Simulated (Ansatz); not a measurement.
# As2Se: the cost of one run

Program: Ansatz 0.2.0. Level of theory: DFT PBE, scalar-relativistic, plane waves, PAW. These are calculated values, not measurements.

1 further run of the same task is left out (it didn't finish).

**1. The starting structure**

Symmetry: Fd-3m, No. 227, cubic system. Conventional cell: a = 8.834 Å, b = 8.834 Å, c = 8.834 Å, α = 90.00°, β = 90.00°, γ = 90.00°. As (site symmetry -3m) has 6 As at 3.12 Å in its first shell of neighbours. Se (site symmetry -43m) has 12 As at 3.66 Å and 4 Se at 3.83 Å in its first shell of neighbours.

As a file:

```xyz
6
Lattice="0.0000 4.4171 4.4171 4.4171 0.0000 4.4171 4.4171 4.4171 0.0000" Properties=species:S:1:pos:R:3 pbc="T T T"
As    5.5214    3.3128    3.3128
As    5.5214    5.5214    5.5214
As    3.3128    3.3128    5.5214
As    3.3128    5.5214    3.3128
Se    0.0000    0.0000    0.0000
Se    2.2086    2.2086    2.2086
```

Recipe of the guess: species swapped into a database cell of ZrIr2 (Fd-3m, No. 227), with Se on the Zr sites and As on the Ir sites. Its size is a rough estimate.

**2. The guess as it stands, on a coarse mesh**

Input file input.yaml:

```yaml
crystal:
  lattice:
    - [0.0, 4.4171002, 4.4171002]
    - [4.4171002, 0.0, 4.4171002]
    - [4.4171002, 4.4171002, 0.0]
  atoms:
    - { symbol: As, position: [0.125, 0.625, 0.625] }
    - { symbol: As, position: [0.625, 0.625, 0.625] }
    - { symbol: As, position: [0.625, 0.625, 0.125] }
    - { symbol: As, position: [0.625, 0.125, 0.625] }
    - { symbol: Se, position: [0.0, 0.0, 0.0] }
    - { symbol: Se, position: [0.25, 0.25, 0.25] }
basis:
  ecutwfc: 420
kpoints:
  mp_grid: { grid: [4, 4, 4] }
hamiltonian:
  xc: pbe
scf:
  occupations: { method: gaussian, width: 0.1 }
  lower_state_search: "off"
output:
  forces: true
  stress: true
  eigenvalues: true
```

Launch:

```sh
$ ansatz run input.yaml --threads 1 --pin off --max-ram 2560MiB --backend cpu --events-out ev --progress --plain --runs-dir out
```

**Question.** How long does this run take on 1 thread of Intel Xeon at 2.50GHz (Skylake/Cascade Lake), shared host, and how much memory does it need?

About 11 s, with a peak of 0.47 GiB.
